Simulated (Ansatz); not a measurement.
# CH6N2Si: the cost of one run

Computed with Ansatz 0.2.0 through its Python package. Level of theory: CAM-B3LYP/def2-SVP.

### Step 1. The system

Bond lengths: N1–C2 1.293 Å, C2–N3 1.277 Å, N3–Si4 1.800 Å, N1–H5 1.048 Å, N1–H6 1.063 Å, C2–H7 1.126 Å, Si4–H8 1.482 Å, Si4–H9 1.545 Å, Si4–H10 1.415 Å. Angles: N1–C2–N3 121.0°, N1–C2–H7 112.1°, N3–C2–H7 126.8°, C2–N1–H5 120.4°, C2–N1–H6 114.6°, H5–N1–H6 108.7°, C2–N3–Si4 112.9°, N3–Si4–H8 105.9°, N3–Si4–H9 105.6°, N3–Si4–H10 111.3°, H8–Si4–H9 110.7°, H8–Si4–H10 111.9°, H9–Si4–H10 111.2°.

No structure file is read: the coordinates are typed or built in the script.

### Step 2. The code

Contents of opt_ch6n2si.py:

```python
"""Geometry optimisation of CH6N2Si."""

import itertools

import ansatz as az
from ase.data import atomic_numbers, covalent_radii
import numpy as np

GEOMETRY = """
N    -0.76170    1.56950   -1.07710
C    -0.11670    0.57550   -0.56080
N    -0.45710    0.08510    0.56770
Si    0.65030   -1.21880    1.12730
H    -0.90900    1.62440   -2.11360
H    -1.67650    1.80340   -0.58990
H     0.74190    0.24370   -1.20990
H     0.58010   -2.28070    0.09620
H     0.06260   -1.71790    2.46600
H     1.96910   -0.73530    1.29700
"""


def main() -> None:
    ch6n2si = az.Crystal.molecule()
    for line in GEOMETRY.strip().splitlines():
        symbol, *xyz = line.split()
        ch6n2si = ch6n2si.atom(symbol, [float(v) for v in xyz])

    calc = (
        ch6n2si.calculation()
        .basis(gaussian="def2-SVP")
        .functional("cam_b3lyp")
    )
    symbols = [site.symbol for site in ch6n2si.cartesian_sites]
    start = np.array([site.position_ang for site in ch6n2si.cartesian_sites], dtype=float)
    def progress(event):
        if event["event"] == "relax_step":
            row = event["data"]
            print(f"step {row['step']:3d}  E = {row['lagrangian_ev']:.6f} eV  largest force component {row['allowed_force_max_ev_ang']:.4f} eV/A")


    summary = calc.relax(force_tolerance=0.01).session().plan().execute(on_event=progress).report
    end = np.array(summary["positions_ang"])

    for key in ("converged", "free_energy_ev", "reference_energy_ev", "n_frozen", "n_occupied", "n_virtual"):
        print(f"{key:22s} {summary[key]}")

    # pairs closer than 1.2 times the sum of covalent radii, before or after
    radius = [covalent_radii[atomic_numbers[s]] for s in symbols]
    span = lambda where, i, j: np.linalg.norm(where[i] - where[j])
    bonded = [(i, j) for i, j in itertools.combinations(range(len(symbols)), 2) if min(span(start, i, j), span(end, i, j)) < 1.2 * (radius[i] + radius[j])]
    print("pair        before    after (A)")
    for i, j in bonded:
        print(f"{symbols[i]}{i}-{symbols[j]}{j}".ljust(10), f"{span(start, i, j):8.4f} {span(end, i, j):8.4f}")


if __name__ == "__main__":
    main()
```

### Step 3. The calls as engine input

The package turns the script's settings into the engine's input:

```yaml
crystal:
  periodic: [false, false, false]
  atoms:
    - { symbol: "N", position_ang: [-0.7617, 1.5695, -1.0771] }
    - { symbol: C, position_ang: [-0.1167, 0.5755, -0.5608] }
    - { symbol: "N", position_ang: [-0.4571, 0.0851, 0.5677] }
    - { symbol: Si, position_ang: [0.6503, -1.2188, 1.1273] }
    - { symbol: H, position_ang: [-0.909, 1.6244, -2.1136] }
    - { symbol: H, position_ang: [-1.6765, 1.8034, -0.5899] }
    - { symbol: H, position_ang: [0.7419, 0.2437, -1.2099] }
    - { symbol: H, position_ang: [0.5801, -2.2807, 0.0962] }
    - { symbol: H, position_ang: [0.0626, -1.7179, 2.466] }
    - { symbol: H, position_ang: [1.9691, -0.7353, 1.297] }
basis:
  gaussian:
    orbitals: def2-SVP
hamiltonian:
  xc: cam_b3lyp
relax:
  f_tol: 0.01
```

### Step 4. Running it

Run with:

```bash
$ python opt_ch6n2si.py
```

Q: Estimate wall time and peak memory on 1 thread of Arm Neoverse N1, shared host.

About 97 s, with a peak of 0.27 GiB.
